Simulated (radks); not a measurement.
# Taking charge from the 5d level of Pb⁺ in fractions

An exercise on one series of results from a longer session: the logs are not shown, and one member is left open.

Program: radks (a radial shooting solver on a logarithmic mesh, Libxc functionals) version 1. Level of theory: scalar-relativistic Kohn-Sham, r2SCAN, spin-unpolarised, spherical densities, finite nucleus. These are calculated values, not measurements, unless marked.

## The system

| Property | Result |
| --- | --- |
| element | lead (Z = 82) |
| charge | +1 |
| electrons | 81 |
| configuration | [Hg] 6p1 |
| nuclear rms radius | 5.5012 fm |

Outer shells as boxes (Hund's rule):

Pb⁺
```
[Hg] core
6p [↑ ][  ][  ]
```

The first run:

Input:

```text
Z 82
configuration [Hg] 6p1
relativity scalar-relativistic
functional r2scan,r2scan
spin unpolarised
nucleus finite rms 5.5012 fm
c 137.035999084
```

Among the steps run: Start: [Hg] 6p1.

One of the session's tables, all rows but one given; the rest of the session is left out.

It belongs to the step «Start: [Hg] 6p1». Radial moments (bohr):

```
level     <r>  outermost maximum (interpolated)  90 % within  nodes
   4p  0.4096                             0.382        0.593      2
   4d  0.4308                             0.388        0.641      1
   5s       ?                                 ?            ?      ?
   4f  0.4539                             0.351        0.720      0
   5p  0.9788                             0.882         1.41      3
   5d   1.298                              1.07         1.97      2
   6s   2.250                              1.95         3.29      5
   6p   2.976                              2.50         4.42      4
```

**Question.** Estimate the row for 5s.

The run gave: <r>: 0.8566; outermost maximum (interpolated): 0.790; 90 % within: 1.22; nodes: 4. In the column «<r>» it lies between 4f (0.4539) and 5p (0.9788).
